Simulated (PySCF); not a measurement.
# C₂H₂BBrCl₂: electronic excitations and core binding energies

Wanted: the electronic excitations and core binding energies of C₂H₂BBrCl₂ (`Cl/C=C(\Cl)BBr`), by calculation.

Programs: PySCF 2.14.0, with density-fitted response routines of our own. Each step states its level of theory. These are calculated values for one molecule in the gas phase, unless marked as measured. Atoms count from 0, in the outputs and in this text.

## (1) The starting structure

8 atoms, charge 0, multiplicity 1; geometry from: GFN2-xTB.

Bonds of the start (Å): Cl0–C1 1.70, C1–C2 1.35, C2–Cl3 1.74, C2–B4 1.54, B4–Br5 1.86, C1–H6 1.08, B4–H7 1.17.

## (2) Excited states and response: B3LYP/def2-SVPD

What the job is given:

```
{"job": {"kind": "uv", "xc": "B3LYP", "basis": "def2-SVPD", "nstates": 8, "ntriplets": 3}, "charge": 0, "multiplicity": 1}
Cl     2.749046    -0.315755    -0.196669
C      1.068976    -0.541716    -0.122469
C      0.169923     0.447768     0.036106
Cl     0.767398     2.080178     0.176014
B     -1.355012     0.240426     0.100503
Br    -2.060626    -1.469774    -0.039269
H      0.755679    -1.573067    -0.215707
H     -2.086328     1.141353     0.236925
```

Level: TDDFT B3LYP/def2-SVPD, vertical, gas phase, core orbitals frozen in the response.

Command:

```console
OMP_NUM_THREADS=1 python probes_run.py task.json out
```

One launch serves the whole session: the jobs run in the order shown.

The program printed:

```text
coarse grid: 40448 points
cycle   1  E = -3596.2151485754  dE = -3.305e-01  |g| = 2.541e-01  |ddm| = 4.879e+00
cycle   2  E = -3596.2037620546  dE =  1.139e-02  |g| = 3.194e-01  |ddm| = 1.626e+00
cycle   3  E = -3596.2287708946  dE = -2.501e-02  |g| = 1.007e-01  |ddm| = 9.113e-01
cycle   4  E = -3596.2312937101  dE = -2.523e-03  |g| = 2.400e-02  |ddm| = 1.767e-01
cycle   5  E = -3596.2314095142  dE = -1.158e-04  |g| = 1.298e-02  |ddm| = 4.873e-02
cycle   6  E = -3596.2314557506  dE = -4.624e-05  |g| = 2.225e-03  |ddm| = 2.468e-02
cycle   7  E = -3596.2314570821  dE = -1.331e-06  |g| = 5.115e-04  |ddm| = 6.391e-03
final grid: 80936 points
cycle   8  E = -3596.2314418608  dE =  6.596e-09  |g| = 5.841e-04  |ddm| = 4.691e-03
cycle   9  E = -3596.2314418010  dE =  5.978e-08  |g| = 7.420e-04  |ddm| = 3.337e-03
cycle  10  E = -3596.2314419534  dE = -1.523e-07  |g| = 1.238e-04  |ddm| = 1.953e-03
cycle  11  E = -3596.2314419576  dE = -4.261e-09  |g| = 1.688e-05  |ddm| = 2.300e-04
cycle  12  E = -3596.2314419577  dE = -7.321e-11  |g| = 4.838e-06  |ddm| = 2.691e-05
converged SCF energy = -3596.2314419577

Static polarisability (au): isotropic 91.195, principal 58.967 95.652 118.966

Singlet excitations
state   eV       nm        f      main configurations
  1   4.2160    294.1   0.00019   H-1->L 0.99
  2   4.2715    290.3   0.17957   H->L 0.97
  3   4.7651    260.2   0.00000   H-2->L 1.00
  4   5.4900    225.8   0.00003   H-4->L 0.99
  5   5.6507    219.4   0.09497   H-3->L 0.96
  6   5.9098    209.8   0.00030   H->L+1 0.98
  7   6.2956    196.9   0.08089   H-5->L 0.94
  8   6.5285    189.9   0.00015   H-6->L 0.97

Triplet excitations (Tamm-Dancoff, eV): 2.8638 4.0200 4.6333
```

It took 45 s on 1 thread of Arm Neoverse N1, shared host; peak memory 0.73 GiB.

Frontier orbitals and where they lie:

| orbital | eV | atoms |
| --- | --- | --- |
| HOMO−3 | -9.30 | Br5 66 %, Cl3 15 %, B4 14 % |
| HOMO−2 | -8.72 | Cl3 64 %, Cl0 21 %, C2 5 % |
| HOMO−1 | -8.29 | Br5 68 %, B4 12 %, H7 5 % |
| HOMO | -7.53 | Cl3 27 %, C2 22 %, C1 21 % |
| LUMO | -2.93 | B4 32 %, C1 22 %, C2 16 % |
| LUMO+1 | -0.45 | Cl3 33 %, Cl0 25 %, C2 16 % |
| LUMO+2 | 0.03 | B4 34 %, Br5 33 %, Cl0 9 % |

With each of the 8 states as a Gaussian band of 0.4 eV half-width at 1/e, the curve within the window shown has maxima at 291 nm (ε 7,300), 218 nm (ε 4,200), 201 nm (ε 3,700) L/(mol cm). Beyond the last state computed it falls off for lack of states. The curve at chosen wavelengths:

nm, ε (L/mol/cm) and a bar:
```
      182        559 
      188       1784 ######
      195       3314 ############
      201       3691 ##############
      208       3731 ##############
      214       4053 ################
      221       4024 ################
      227       3205 ############
      234       1866 ######
      240        983 ##
      246        567 
      253        698 #
      259       1352 ####
      266       2725 ##########
      272       4242 #################
      279       5954 ########################
      285       6954 #############################
      291       7277 ##############################
      298       6795 ############################
      304       5846 ########################
      311       4470 ##################
      317       3312 ############
      324       2174 #######
      330       1438 ####
      337        841 #
      343        510
```

Leading natural transition orbitals of singlet state 2: the hole lies on Cl3 37 %; Cl0 16 %; C1, C2 about 16 % each; the particle on B4 42 %; C1 17 %; Br5 11 %.

Leading natural transition orbitals of singlet state 1: the hole lies on Br5 70 %; H7 9 %; the particle on B4 39 %; C1 21 %; Br5 11 %.

Further results of this job:

| property | computed |
| --- | --- |
| dipole moment (D) | 1.12 |
| polarisability (Å³) | 13.51 |
| HOMO–LUMO gap (eV) | 4.60 |
| −ε(HOMO) (eV) | 7.53 |

Orbitals, density, ELF and potential are computed afterwards from the orbital file.

Frontier orbitals at B3LYP/def2-SVPD, with the share of their density that lies nearest to each atom:

| orbital | energy (eV) | lies on |
| --- | --- | --- |
| HOMO | -7.53 | Cl3 27 %; C1, C2 about 21 % each; Cl0 18 % |
| LUMO | -2.93 | B4 36 %; C1 23 %; C2 10 % |

ELF in a plane through or near 8 of the atoms.

Ten even steps from ' ' (0.00) to '@' (1.00):
```
                                                        
                                                        
                                  ....                  
                              ::======--::..            
                    ::==..    ++%%%%%%####++==..        
                  ::%%@@##    **%%**----##%%**==        
      ..==****--  --@@@@@@==  ++##--**##--%%%%**::      
      --**%%%%##::==%%@@@@==  ::**::==--++%%##++..      
      ==##@@%%##**++==--**::  ..**%%****##**++--        
      --##====**++%%----##++++##::::--==::              
      ::****::..****==##**..::@@::%%..%%**..            
      ..++%%@@@@**..  --++::--%%++##@@@@@@@@**          
        --**##**....--++%%%%**::..%%@@@@@@@@%%..        
          ::..    **%%++..++**::  --%%@@@@@@**          
                ==%%@@::##::%%##::    --++::            
                ==##%%##--%%@@%%==                      
                ..--==++******++::                      
                    ....::----::                        
                                                        
                                                        
```
The map spans 10.7 Å across and 9.5 Å up, centred on the molecule. Atoms in the plane (x, y in Å): Cl0 (-2.8, 0.1), C1 (-1.1, 0.5), C2 (-0.1, -0.5), Cl3 (-0.6, -2.1), B4 (1.4, -0.1), Br5 (1.9, 1.6), H6 (-0.9, 1.5), H7 (2.2, -1.0).

On the surface of density 0.002 e/bohr³ the electrostatic potential runs, from the 1st to the 99th percentile, from -0.49 V near Cl3 to 1.38 V near H6.

## (3) Core-electron binding energies: SCAN, X2C

Settings changed since step 2:

```diff
@@ -1,2 +1,2 @@
-{"job": {"kind": "uv", "xc": "B3LYP", "basis": "def2-SVPD", "nstates": 8, "ntriplets": 3}, "charge": 0, "multiplicity": 1}
+{"job": {"kind": "xps"}, "charge": 0, "multiplicity": 1}
 Cl     2.749046    -0.315755    -0.196669
```

With the program's defaults for keys left out, this is: delta-SCF UKS SCAN, pcX-2 on the ionised atom, pcseg-1 elsewhere, spin-free X2C.

The program printed:

```text
ground state, core basis on atom 0 (Cl), 157 functions
  cycle   1  E = -3624.04116673  |g| = 2.51e-01
  cycle   2  E = -3624.03459252  |g| = 2.69e-01
  cycle   3  E = -3624.04801316  |g| = 1.64e-01
  cycle   4  E = -3624.05591877  |g| = 3.59e-02
  cycle   5  E = -3624.05619104  |g| = 1.57e-02
  cycle   6  E = -3624.05626747  |g| = 4.83e-03
  cycle   7  E = -3624.05627366  |g| = 1.47e-03
  cycle   8  E = -3624.05627115  |g| = 3.58e-04
  E(ground) = -3624.19749066 Eh
hole in Cl 1s of atom 0
  cycle   1  E = -3518.81743775  |g| = 5.47e+00
  cycle   2  E = -3517.29750726  |g| = 2.61e+00
  cycle   3  E = -3506.33410485  |g| = 3.70e+00
  cycle   4  E = -3519.77452736  |g| = 6.68e-01
  cycle   5  E = -3519.70562357  |g| = 7.83e-01
  cycle   6  E = -3520.05757418  |g| = 1.14e-01
  cycle   7  E = -3520.06154247  |g| = 9.50e-02
  cycle   8  E = -3520.06616003  |g| = 1.99e-02
  cycle   9  E = -3520.06634424  |g| = 8.89e-03
  cycle  10  E = -3520.06638959  |g| = 4.06e-03
  cycle  11  E = -3520.06639573  |g| = 1.07e-03
  cycle  12  E = -3520.06639457  |g| = 3.32e-04
  E(ion) = -3520.21468955 Eh   <S^2> = 0.7526   hole on atom = 1.000   binding energy = 2829.516 eV
hole in Cl 2p of atom 0
  cycle   1  E = -3615.95320449  |g| = 1.70e+00
  cycle   2  E = -3613.96746913  |g| = 1.88e+00
  cycle   3  E = -3615.45339514  |g| = 1.09e+00
  cycle   4  E = -3616.35849298  |g| = 3.14e-01
  cycle   5  E = -3616.39324979  |g| = 2.25e-01
  cycle   6  E = -3616.41956702  |g| = 7.61e-02
  cycle   7  E = -3616.42286243  |g| = 3.51e-02
  cycle   8  E = -3616.42348954  |g| = 1.33e-02
  cycle   9  E = -3616.42358981  |g| = 3.04e-03
  cycle  10  E = -3616.42359476  |g| = 8.31e-04
  cycle  11  E = -3616.42359545  |g| = 4.65e-04
  E(ion) = -3616.57181525 Eh   <S^2> = 0.7516   hole on atom = 1.001   binding energy = 207.505 eV
  2p3/2 = 206.904 eV   2p1/2 = 208.558 eV
ground state, core basis on atom 1 (C), 146 functions
  cycle   1  E = -3623.87323878  |g| = 5.74e-02
  cycle   2  E = -3623.87305699  |g| = 2.95e-02
  cycle   3  E = -3623.87273240  |g| = 4.43e-02
  cycle   4  E = -3623.87329826  |g| = 6.66e-03
  cycle   5  E = -3623.87331599  |g| = 1.26e-03
  cycle   6  E = -3623.87331687  |g| = 3.20e-04
  E(ground) = -3624.02886332 Eh
hole in C 1s of atom 1
  cycle   1  E = -3612.52973113  |g| = 1.52e+00
  cycle   2  E = -3608.72980716  |g| = 2.73e+00
  cycle   3  E = -3612.05095375  |g| = 1.04e+00
  cycle   4  E = -3612.85714429  |g| = 6.33e-01
  cycle   5  E = -3613.03938151  |g| = 3.82e-01
  cycle   6  E = -3613.11389679  |g| = 1.73e-01
  cycle   7  E = -3613.13142984  |g| = 3.35e-02
  cycle   8  E = -3613.13208666  |g| = 1.03e-02
  cycle   9  E = -3613.13220568  |g| = 6.68e-03
  cycle  10  E = -3613.13226429  |g| = 4.78e-03
  cycle  11  E = -3613.13231033  |g| = 2.13e-03
  cycle  12  E = -3613.13231792  |g| = 9.09e-04
  cycle  13  E = -3613.13232176  |g| = 6.37e-04
  cycle  14  E = -3613.13231843  |g| = 2.01e-04
  E(ion) = -3613.28332583 Eh   <S^2> = 0.8219   hole on atom = 1.000   binding energy = 292.401 eV
ground state, core basis on atom 2 (C), 146 functions
  cycle   1  E = -3623.87322507  |g| = 5.95e-02
  cycle   2  E = -3623.87288331  |g| = 4.07e-02
  cycle   3  E = -3623.87263244  |g| = 4.97e-02
  cycle   4  E = -3623.87333681  |g| = 6.53e-03
  cycle   5  E = -3623.87334486  |g| = 1.82e-03
  cycle   6  E = -3623.87334925  |g| = 3.78e-04
  E(ground) = -3624.02873892 Eh
hole in C 1s of atom 2
  cycle   1  E = -3612.55297313  |g| = 1.52e+00
  cycle   2  E = -3608.79789025  |g| = 2.85e+00
  cycle   3  E = -3612.73842582  |g| = 7.26e-01
  cycle   4  E = -3613.02259861  |g| = 4.25e-01
  cycle   5  E = -3613.12835077  |g| = 1.76e-01
  cycle   6  E = -3613.13957572  |g| = 1.15e-01
  cycle   7  E = -3613.14625692  |g| = 2.01e-02
  cycle   8  E = -3613.14653567  |g| = 1.12e-02
  cycle   9  E = -3613.14664434  |g| = 4.93e-03
  cycle  10  E = -3613.14669986  |g| = 3.32e-03
  cycle  11  E = -3613.14672549  |g| = 1.73e-03
  cycle  12  E = -3613.14672723  |g| = 8.92e-04
  cycle  13  E = -3613.14672952  |g| = 4.25e-04
  E(ion) = -3613.29801371 Eh   <S^2> = 0.8076   hole on atom = 1.000   binding energy = 291.998 eV
ground state, core basis on atom 3 (Cl), 157 functions
  cycle   1  E = -3624.05551546  |g| = 4.86e-01
  cycle   2  E = -3624.05541394  |g| = 5.75e-02
  cycle   3  E = -3624.05381416  |g| = 8.70e-02
  cycle   4  E = -3624.05562334  |g| = 2.91e-02
  cycle   5  E = -3624.05587297  |g| = 4.00e-03
  cycle   6  E = -3624.05587929  |g| = 5.95e-04
  cycle   7  E = -3624.05587818  |g| = 1.51e-04
  E(ground) = -3624.19675093 Eh
hole in Cl 1s of atom 3
  cycle   1  E = -3518.83845788  |g| = 5.47e+00
  cycle   2  E = -3517.62891447  |g| = 2.56e+00
  cycle   3  E = -3510.17764792  |g| = 2.95e+00
  cycle   4  E = -3519.86208549  |g| = 5.87e-01
  cycle   5  E = -3519.67860275  |g| = 8.36e-01
  cycle   6  E = -3520.08004468  |g| = 8.34e-02
  cycle   7  E = -3520.08199937  |g| = 6.24e-02
  cycle   8  E = -3520.08485424  |g| = 1.23e-02
  cycle   9  E = -3520.08492699  |g| = 6.78e-03
  cycle  10  E = -3520.08495498  |g| = 1.40e-03
  cycle  11  E = -3520.08495596  |g| = 7.61e-04
  cycle  12  E = -3520.08495665  |g| = 3.82e-04
  E(ion) = -3520.23312170 Eh   <S^2> = 0.7526   hole on atom = 1.000   binding energy = 2828.994 eV
hole in Cl 2p of atom 3
  cycle   1  E = -3615.97433810  |g| = 1.71e+00
  cycle   2  E = -3614.29435673  |g| = 1.82e+00
  cycle   3  E = -3615.81421592  |g| = 9.55e-01
  cycle   4  E = -3616.39672510  |g| = 2.57e-01
  cycle   5  E = -3616.40938405  |g| = 2.40e-01
  cycle   6  E = -3616.44079594  |g| = 5.42e-02
  cycle   7  E = -3616.44222822  |g| = 2.80e-02
  cycle   8  E = -3616.44263361  |g| = 9.45e-03
  cycle   9  E = -3616.44268886  |g| = 2.01e-03
  cycle  10  E = -3616.44269042  |g| = 4.42e-04
  E(ion) = -3616.59039403 Eh   <S^2> = 0.7517   hole on atom = 1.001   binding energy = 206.980 eV
  2p3/2 = 206.378 eV   2p1/2 = 208.032 eV
ground state, core basis on atom 4 (B), 146 functions
  cycle   1  E = -3623.86244956  |g| = 5.48e-02
  cycle   2  E = -3623.86174241  |g| = 5.78e-02
  cycle   3  E = -3623.86250660  |g| = 3.12e-02
  cycle   4  E = -3623.86275811  |g| = 1.43e-02
  cycle   5  E = -3623.86281388  |g| = 2.52e-03
  cycle   6  E = -3623.86281414  |g| = 6.47e-04
  cycle   7  E = -3623.86281464  |g| = 1.15e-04
  E(ground) = -3624.02008117 Eh
hole in B 1s of atom 4
  cycle   1  E = -3616.19360682  |g| = 1.17e+00
  cycle   2  E = -3614.09131527  |g| = 2.17e+00
  cycle   3  E = -3616.47492627  |g| = 4.53e-01
  cycle   4  E = -3616.41542482  |g| = 5.10e-01
  cycle   5  E = -3616.61862358  |g| = 1.22e-01
  cycle   6  E = -3616.62157904  |g| = 1.28e-01
  cycle   7  E = -3616.63393686  |g| = 5.22e-02
  cycle   8  E = -3616.63570887  |g| = 2.77e-02
  cycle   9  E = -3616.63638920  |g| = 1.89e-02
  cycle  10  E = -3616.63674682  |g| = 9.45e-03
  cycle  11  E = -3616.63688010  |g| = 3.49e-03
  cycle  12  E = -3616.63688919  |g| = 9.60e-04
  cycle  13  E = -3616.63689053  |g| = 5.26e-04
  cycle  14  E = -3616.63688730  |g| = 3.02e-04
  E(ion) = -3616.79094084 Eh   <S^2> = 1.0540   hole on atom = 1.000   binding energy = 196.715 eV
```

Wall time 86 s (1 thread of Arm Neoverse N1, shared host); peak memory 0.47 GiB.

The holes in one table. −ε is the ground-state orbital energy:

| hole | stands for | environment | ΔSCF (eV; 2p as the shell's mean) | −ε (eV) | ⟨S²⟩ |
| --- | --- | --- | --- | --- | --- |
| Cl1s on Cl0 | Cl0 | chlorine bonded to C | 2829.52 | 2764.6 | 0.753 |
| Cl2p on Cl0 | Cl0 | chlorine bonded to C | 207.46 | 194.5 | 0.752 |
| C1s on C1 | C1 | alkene CH | 292.40 | 276.3 | 0.822 |
| C1s on C2 | C2 | fully substituted alkene carbon | 292.00 | 275.7 | 0.808 |
| Cl1s on Cl3 | Cl3 | chlorine bonded to C | 2828.99 | 2764.1 | 0.753 |
| Cl2p on Cl3 | Cl3 | chlorine bonded to C | 206.93 | 193.9 | 0.752 |
| B1s on B4 | B4 | boron bonded to C, Br, H | 196.71 (doubtful) | 181.8 | 1.054 |

Doubtful: the ion did not converge, its hole moved, or its ⟨S²⟩ is well above 0.75.

With the spin-orbit splitting: Cl0 2p3/2 206.90, 2p1/2 208.56 eV; Cl3 2p3/2 206.38, 2p1/2 208.03 eV. The table gives each 2p level as the mean over the whole 2p shell (two parts 2p3/2, one part 2p1/2), which differs a little from the single hole in the log.

## (4) What came out

```
                                quantity                        value
        lowest singlet (B3LYP/def2-SVPD)  4.22 eV (294 nm), f = 0.000
brightest single state of those computed  state 2, 4.27 eV, f = 0.180
                          lowest triplet                      2.86 eV
   surface potential, 1st and 99th percentile           -0.49 V and 1.38 V
       Cl1s binding energies, SCAN/pcX-2  Cl0 2829.52, Cl3 2828.99 eV
       Cl2p binding energies, SCAN/pcX-2    Cl0 207.46, Cl3 206.93 eV
        C1s binding energies, SCAN/pcX-2      C1 292.40, C2 292.00 eV
```

**Reading.** The lowest singlet, at 4.22 eV, is HOMO−1→LUMO 0.99 and is dark; of the 8 states computed, the strongest absorption comes from state 2 at 4.27 eV. The lowest triplet lies 1.35 eV below the lowest singlet (triplets in Tamm-Dancoff, singlets in full TDDFT). By nearest atom (B3LYP/def2-SVPD), the HOMO sits on Cl3 27 %; C1, C2 about 21 % each and the LUMO on B4 36 %; C1 23 %. The Cl1s levels kept as sound span 0.52 eV, from Cl3 (chlorine bonded to C) up to Cl0 (chlorine bonded to C). The Cl2p levels kept as sound span 0.53 eV, from Cl3 (chlorine bonded to C) up to Cl0 (chlorine bonded to C). The C1s levels kept as sound span 0.40 eV, from C2 (fully substituted alkene carbon) up to C1 (alkene CH).
